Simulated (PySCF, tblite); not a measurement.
# C5H3F3N2O2: geometry, infrared bands and NMR shifts

What infrared bands and NMR shifts should C5H3F3N2O2 (`CC(=O)c1nnc(C(F)(F)F)o1`) show?

Computed with tblite 0.8.0 and PySCF 2.14.0, with density-fitted response routines of our own, on a single molecule in the gas phase. Atoms are numbered from 0 throughout.

## 1. The molecule as given

15 atoms, charge 0, multiplicity 1; geometry from: force field or distance geometry start.

Bonds of the start (Å): C0–C1 1.49, C1–O2 1.25, C1–C3 1.45, C3–N4 1.30, N4–N5 1.38, N5–C6 1.32, C6–C7 1.49, C7–F8 1.35, C7–F9 1.36, C7–F10 1.36, C6–O11 1.39, O11–C3 1.37, C0–H12 1.09, C0–H13 1.10, C0–H14 1.08.

## 2. Geometry optimisation with GFN2-xTB

What the job is given:

```
{"job": {"kind": "relax", "xc": "GFN2-xTB", "basis": "xTB"}, "charge": 0, "multiplicity": 1}
C     -2.959800    -0.206000     0.029200
C     -1.706700    -0.273200     0.836700
O     -1.742700    -0.529500     2.055600
C     -0.475500    -0.035500     0.114500
N     -0.355100     0.224300    -1.153600
N      0.990900     0.371800    -1.408100
C      1.615200     0.186200    -0.256700
C      3.068600     0.224100     0.084400
F      3.353400     1.162500     1.016000
F      3.497200    -0.967500     0.587000
F      3.841400     0.492300    -0.999600
O      0.729800    -0.090800     0.771900
H     -3.080800     0.796000    -0.394300
H     -3.827100    -0.396500     0.671900
H     -2.953100    -0.950300    -0.757900
```

On the command line:

```bash
OMP_NUM_THREADS=1 python probes_run.py task.json out
```

The driver reads the jobs from task.json and runs them one after another.

**Question.** This job is followed by: GFN2-xTB harmonic vibrations, gas phase; GIAO PBE0/pcSseg-1 NMR shielding, non-relativistic, gas phase. Predict these results of the whole session: strongest single infrared mode (GFN2-xTB); zero-point energy (GFN2-xTB); ¹³C shifts against TMS (PBE0/pcSseg-1); ¹H shifts against TMS (PBE0/pcSseg-1, means over atoms taken as alike); ¹⁷O shifts against H2O (PBE0/pcSseg-1); ¹⁵N shifts against NH3 (PBE0/pcSseg-1); ¹⁹F shifts against CFCl3 (PBE0/pcSseg-1, means over atoms taken as alike).

As calculated:

| quantity | value |
| --- | --- |
| strongest single infrared mode (GFN2-xTB) | 1065 cm⁻¹, 315 km/mol |
| zero-point energy (GFN2-xTB) | 53.2 kcal/mol |
| ¹³C shifts against TMS (PBE0/pcSseg-1) | 189.7, 168.8, 163.0, 126.5, 31.2 ppm |
| ¹H shifts against TMS (PBE0/pcSseg-1, means over atoms taken as alike) | 3.01 ppm |
| ¹⁷O shifts against H2O (PBE0/pcSseg-1) | 688.7, 328.7 ppm |
| ¹⁵N shifts against NH3 (PBE0/pcSseg-1) | 373.2, 367.5 ppm |
| ¹⁹F shifts against CFCl3 (PBE0/pcSseg-1, means over atoms taken as alike) | -77.9 ppm |

What this shows: Relaxing lowered the energy by 0.302 eV in 39 steps; the close pair that moved most is C6–O11, from 1.385 to 1.337 Å. No mode is imaginary among the 39: a minimum at this level. The strongest single mode, at 1065 cm⁻¹, moves mainly C7. Unscaled tight-binding wavenumbers are off by several per cent, some by more. Its intensities can rank the bands wrongly. C1 (ketone carbonyl carbon) lies farthest downfield among carbon, at 189.7 ppm; the double bond to the heteroatom, with no lone-pair donor beside it, deshields it most. At PBE0/pcSseg-1: The largest span, 1363 ppm, is at O2, where the paramagnetic term is -751 ppm. NICS(1)zz of -28 ppm above the planar ring from C3 marks a diatropic (aromatic) ring current.
